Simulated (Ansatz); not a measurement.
# BaIrO3: the cost of one run

Method: DFT r²SCAN+U (U_eff = 4 eV on Ir d), plane waves, PAW, no spin–orbit coupling unless a run says so, in Ansatz 0.2.0.

### Step 1. The system as given

Symmetry: Pm-3m, No. 221, cubic system. The conventional cell has a = 4.101 Å, b = 4.101 Å, c = 4.101 Å, α = 90.00°, β = 90.00°, γ = 90.00°. Around Ba (site symmetry m-3m) lie 12 O at 2.90 Å. Ir (site symmetry m-3m) has 6 O at 2.05 Å as nearest neighbours. Around O (site symmetry 4/mmm) lie 2 Ir at 2.05 Å and 4 Ba at 2.90 Å.

As a file:

```cif
data_structure
_symmetry_space_group_name_H-M 'P 1'
_symmetry_Int_Tables_number 1
_cell_length_a 4.1009
_cell_length_b 4.1009
_cell_length_c 4.1009
_cell_angle_alpha 90.000
_cell_angle_beta 90.000
_cell_angle_gamma 90.000
_cell_volume 68.97
loop_
_atom_site_label
_atom_site_type_symbol
_atom_site_fract_x
_atom_site_fract_y
_atom_site_fract_z
_atom_site_occupancy
Ba1 Ba 0.00000 0.00000 0.00000 1
Ir1 Ir 0.50000 0.50000 0.50000 1
O1 O 0.00000 0.50000 0.50000 1
O2 O 0.50000 0.50000 0.00000 1
O3 O 0.50000 0.00000 0.50000 1
```

Magnetic order typed: ferromagnetic.

An earlier series on this cell reached its lowest free state from «from atoms, symmetry kept, no search», perhaps among other starts.

### Step 2. From atoms, default search

The input, input.yaml:

```yaml
crystal:
  lattice:
    - [4.10090204, 0.0, 0.0]
    - [0.0, 4.10090204, 0.0]
    - [0.0, 0.0, 4.10090204]
  atoms:
    - { symbol: Ba, position: [0.0, 0.0, 0.0] }
    - { symbol: Ir, position: [0.5, 0.5, 0.5], spin: 5.0 }
    - { symbol: O, position: [0.0, 0.5, 0.5] }
    - { symbol: O, position: [0.5, 0.5, 0.0] }
    - { symbol: O, position: [0.5, 0.0, 0.5] }
basis:
  ecutwfc: 500
  ecutrho_ratio: 4
kpoints:
  mp_grid: { grid: [5, 5, 5] }
hamiltonian:
  xc: r2scan
  hubbard: { sites: [{ site: 1, l: d, u_eff: 4.0 }] }
scf:
  occupations: { method: gaussian, width: 0.05 }
output:
  forces: true
  stress: true
  eigenvalues: true
  populations: true
  hubbard: { sites: [{ site: 1, l: d }] }
  write_density: true
  write_potential: true
  elf: true
  volumetric_format: npy
magnetization:
  spin_polarized: true
```

On the command line:

```sh
> ansatz run input.yaml --threads 4 --pin off --max-ram 6144MiB --backend cpu --events-out ev --progress --plain --runs-dir out
```

**Question.** How long does this run take on 4 threads of Arm Neoverse V2, shared host, and how much memory does it need?

About 2 min, with a peak of 0.9 GiB.
